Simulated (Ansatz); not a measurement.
# TaN: the cost of one run

Method: DFT LDA+U (U_eff = 1 eV on Ta d), plane waves, PAW, no spin–orbit coupling unless a run says so, in Ansatz 0.2.0.

## Step 1: Starting point

Symmetry: P6/mmm, No. 191, hexagonal system. Conventional cell: a = 5.185 Å, b = 5.185 Å, c = 2.908 Å, α = 90.00°, β = 90.00°, γ = 120.00°. Around Ta (site symmetry 6/mmm) lie 6 N at 2.59 Å and 2 Ta at 2.91 Å. Around Ta (site symmetry -6m2) lie 6 N at 2.09 Å. N (site symmetry mmm) has 6 Ta at 2.09 to 2.59 Å in its first shell of neighbours.

Structure file:

```cif
data_structure
_symmetry_space_group_name_H-M 'P 1'
_symmetry_Int_Tables_number 1
_cell_length_a 5.1850
_cell_length_b 5.1850
_cell_length_c 2.9080
_cell_angle_alpha 90.000
_cell_angle_beta 90.000
_cell_angle_gamma 120.000
_cell_volume 67.71
loop_
_atom_site_label
_atom_site_type_symbol
_atom_site_fract_x
_atom_site_fract_y
_atom_site_fract_z
_atom_site_occupancy
Ta1 Ta 0.00000 0.00000 0.00000 1
Ta2 Ta 0.33333 0.66667 0.50000 1
Ta3 Ta 0.66667 0.33333 0.50000 1
N1 N 0.50000 0.00000 0.00000 1
N2 N 0.50000 0.50000 0.00000 1
N3 N 0.00000 0.50000 0.00000 1
```

Magnetic order typed: ferromagnetic.

## Step 2: From atoms, symmetry kept, no search

input.yaml reads:

```yaml
crystal:
  lattice:
    - [5.1850002, 0.0, 0.0]
    - [-2.5925001, 4.49034189, 0.0]
    - [0.0, 0.0, 2.90800053]
  atoms:
    - { symbol: Ta, position: [0.0, 0.0, 0.0], spin: 2.0 }
    - { symbol: Ta, position: [0.3333333333, 0.6666666667, 0.5], spin: 2.0 }
    - { symbol: Ta, position: [0.6666666667, 0.3333333333, 0.5], spin: 2.0 }
    - { symbol: "N", position: [0.5, 0.0, 0.0] }
    - { symbol: "N", position: [0.5, 0.5, 0.0] }
    - { symbol: "N", position: [0.0, 0.5, 0.0] }
basis:
  ecutwfc: 420
  ecutrho_ratio: 4
kpoints:
  mp_grid: { grid: [4, 4, 7] }
hamiltonian:
  xc: lda
  hubbard:
    sites:
      - { site: 0, l: d, u_eff: 1.0 }
      - { site: 1, l: d, u_eff: 1.0 }
      - { site: 2, l: d, u_eff: 1.0 }
scf:
  occupations: { method: gaussian, width: 0.05 }
  lower_state_search: "off"
  max_iter: 150
output:
  forces: true
  stress: true
  eigenvalues: true
  populations: true
  hubbard: { sites: [{ site: 0, l: d }, { site: 1, l: d }, { site: 2, l: d }] }
magnetization:
  spin_polarized: true
```

On the command line:

```
ansatz run input.yaml --threads 4 --pin off --max-ram 6144MiB --backend cpu --events-out ev --progress --plain --runs-dir out
```

Q: Estimate wall time and peak memory on 4 threads of Arm Neoverse V2, shared host.

About 2.9 s, with a peak of 0.41 GiB.
